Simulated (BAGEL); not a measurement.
**B3LYP/6-31G(d) (density fitting with qzvpp-jkfit, spherical functions) run of SiF4 (SMILES F[Si](F)(F)F)**

Aim: the energy change on altering one bond length of SiF4 at B3LYP/6-31G* (density fitting with qzvpp-jkfit, spherical functions), from 2 runs. 

The results are computed with BAGEL 1.2.2.

2 further runs of the same task are left out: 1 that didn't finish, 1 set aside as unsound or not needed. Runs told in other sessions of the task aren't counted.

## (1) The molecule

SiF4: 5 atoms, total charge 0, spin state singlet. As SMILES, `F[Si](F)(F)F`. Geometry: relaxed at GFN2-xTB.

Bond lengths: Si1–F2 1.566 Å, Si1–F3 1.566 Å, Si1–F4 1.566 Å, Si1–F5 1.566 Å. Angles: F2–Si1–F3 109.3°, F2–Si1–F4 109.6°, F2–Si1–F5 109.5°, F3–Si1–F4 109.5°, F3–Si1–F5 109.5°, F4–Si1–F5 109.5°.

## (2) A single-point energy at B3LYP/6-31G(d) (density fitting with qzvpp-jkfit, spherical functions)

Contents of input.json:

```json
{ "bagel": [

{
  "title": "molecule",
  "basis": "6-31gs.json",
  "df_basis": "qzvpp-jkfit",
  "angstrom": "true",
  "geometry": [
    { "atom": "Si", "xyz": [      -0.000700,       0.000340,      -0.000360 ] },
    { "atom": "F", "xyz": [       0.012160,      -0.018360,       1.565530 ] },
    { "atom": "F", "xyz": [       1.473030,       0.010450,      -0.529820 ] },
    { "atom": "F", "xyz": [      -0.745860,       1.282160,      -0.504010 ] },
    { "atom": "F", "xyz": [      -0.738620,      -1.274590,      -0.531350 ] }
  ]
},

{ "title": "ks", "xc_func": "b3lyp" },

{ "title": "print", "file": "orbitals.molden", "orbitals": "true" }

]}
```

The basis set 6-31G* is read from a file made from the Basis Set Exchange's data (not shown).

On the command line:

```console
$ BAGEL_NUM_THREADS=1 BAGEL input.json > input.out
```

The log of the run:

```text
* using 1 threads per process

  ===============================================================
  ===============================================================

  *** Geometry ***

  { "atom" : "Si", "xyz" : [     -0.001323,      0.000643,     -0.000680 ] },
  { "atom" : "F", "xyz" : [      0.022979,     -0.034695,      2.958423 ] },
  { "atom" : "F", "xyz" : [      2.783623,      0.019748,     -1.001215 ] },
  { "atom" : "F", "xyz" : [     -1.409471,      2.422931,     -0.952441 ] },
  { "atom" : "F", "xyz" : [     -1.395790,     -2.408626,     -1.004106 ] },

  Number of auxiliary basis functions:      436

  Since a DF basis is specified, we compute 2- and 3-index integrals:
    o Being stored without compression. Storage requirement is 0.019 GB

  Number of basis functions:       74
  Number of electrons      :       50

    * METHOD: MOLECULE                             0.15

  *** Kohn-Sham DFT ***

    * Removing 8552 points whose weight is below 1.00e-10
    * Grid points: 65978

  === Nuclear Repulsion ===
   270.8876372071

       - DIIS with orbital gradients will be used.

  === KS iteration (b3lyp / 6-31gs.json) ===
      0       -662.18157552          0.15102755           0.22
      1       -669.10230020          0.19009869           0.21
      2       -683.38362739          0.10593585           0.21
      3       -688.37785625          0.04725000           0.20
      4       -689.02889913          0.01436916           0.20
      5       -689.09943164          0.00053658           0.23
      6       -689.09961519          0.00007404           0.23
      7       -689.09961503          0.00007534           0.24
      8       -689.09961714          0.00000624           0.22
      9       -689.09961715          0.00000024           0.22
     10       -689.09961715          0.00000002           0.23
     11       -689.09961715          0.00000001           0.22
     12       -689.09961715          0.00000000           0.22
    * SCF iteration converged.

    * Permanent dipole moment:
           (    0.003089,    -0.001458,     0.001639) a.u.

    * METHOD: KS                                   3.08

    * METHOD: PRINT                                0.01

  ===============================================================
```

Run time: 3.6 s. Hardware: 1 thread of Arm Neoverse V2, shared host; peak memory 0.27 GiB.

## (3) The distorted shape, same level

Contents of job.json:

```json
{ "bagel": [

{
  "title": "molecule",
  "basis": "6-31gs.json",
  "df_basis": "qzvpp-jkfit",
  "angstrom": true,
  "geometry": [
    { "atom": "Si", "xyz": [   -0.221775,   -0.001177,    0.079065 ] },
    { "atom": "F", "xyz": [   -0.208915,   -0.019877,    1.644955 ] },
    { "atom": "F", "xyz": [    1.473030,    0.010450,   -0.529820 ] },
    { "atom": "F", "xyz": [   -0.966935,    1.280643,   -0.424585 ] },
    { "atom": "F", "xyz": [   -0.959695,   -1.276107,   -0.451925 ] }
  ]
},
{ "title": "ks", "xc_func": "b3lyp" },
{ "title": "print", "file": "orbitals.molden", "orbitals": true }

]}
```

The basis set 6-31G* is read from a file made from the Basis Set Exchange's data (not shown).

On the command line:

```console
$ BAGEL_NUM_THREADS=1 BAGEL job.json > job.out
```

The log of the run:

```text
* using 1 threads per process

  ===============================================================
  ===============================================================

  *** Geometry ***

  { "atom" : "Si", "xyz" : [     -0.419094,     -0.002224,      0.149411 ] },
  { "atom" : "F", "xyz" : [     -0.394792,     -0.037562,      3.108514 ] },
  { "atom" : "F", "xyz" : [      2.783623,      0.019748,     -1.001215 ] },
  { "atom" : "F", "xyz" : [     -1.827242,      2.420065,     -0.802349 ] },
  { "atom" : "F", "xyz" : [     -1.813561,     -2.411493,     -0.854014 ] },

  Number of auxiliary basis functions:      436

  Since a DF basis is specified, we compute 2- and 3-index integrals:
    o Being stored without compression. Storage requirement is 0.019 GB

  Number of basis functions:       74
  Number of electrons      :       50

    * METHOD: MOLECULE                             0.15

  *** Kohn-Sham DFT ***

    * Removing 8281 points whose weight is below 1.00e-10
    * Grid points: 66249

  === Nuclear Repulsion ===
   261.7674087953

       - DIIS with orbital gradients will be used.

  === KS iteration (b3lyp / 6-31gs.json) ===
      0       -652.30071148          0.13877326           0.23
      1       -525.85111614          0.19009068           0.22
      2       -638.31890563          0.14867553           0.22
      3       -674.82953139          0.12550645           0.22
      4       -687.71088198          0.05449611           0.22
      5       -684.85556487          0.10312405           0.21
      6       -687.96066751          0.05601592           0.22
      7       -688.85787676          0.02425038           0.21
      8       -689.07406773          0.00163003           0.22
      9       -689.07510777          0.00043796           0.22
     10       -689.07511784          0.00040593           0.22
     11       -689.07518047          0.00005416           0.22
     12       -689.07518148          0.00001308           0.22
     13       -689.07518155          0.00000175           0.22
     14       -689.07518155          0.00000026           0.22
     15       -689.07518155          0.00000010           0.22
     16       -689.07518155          0.00000003           0.22
     17       -689.07518155          0.00000002           0.22
     18       -689.07518155          0.00000001           0.22
    * SCF iteration converged.

    * Permanent dipole moment:
           (    0.326468,     0.000796,    -0.114812) a.u.

    * METHOD: KS                                   4.43

    * METHOD: PRINT                                0.01

  ===============================================================
```

Run time: 4.8 s. Hardware: 1 thread of Arm Neoverse V2, shared host; peak memory 0.27 GiB.

## (4) Summary of results

At B3LYP/6-31G* (density fitting with qzvpp-jkfit, spherical functions):

| quantity | value |
| --- | --- |
| first shape: total energy | -689.09962 Eh |
| first shape: dipole moment | 0.01 D |
| first shape: HOMO energy | -11.92 eV |
| first shape: LUMO energy | 0.39 eV |
| first shape: HOMO–LUMO gap | 12.31 eV |
| distorted shape: total energy | -689.07518 Eh |
| distorted shape: dipole moment | 0.88 D |
| distorted shape: HOMO energy | -11.01 eV |
| distorted shape: LUMO energy | -0.55 eV |
| distorted shape: HOMO–LUMO gap | 10.46 eV |
| energy change with the Si1–F3 bond stretched from 1.566 to 1.801 Å | 0.665 eV |

**Reading.** With the Si1–F3 bond stretched from 1.566 to 1.801 Å the energy rises by 0.66 eV (15.3 kcal/mol). The first shape isn't relaxed at this level, so the change isn't measured from a minimum.
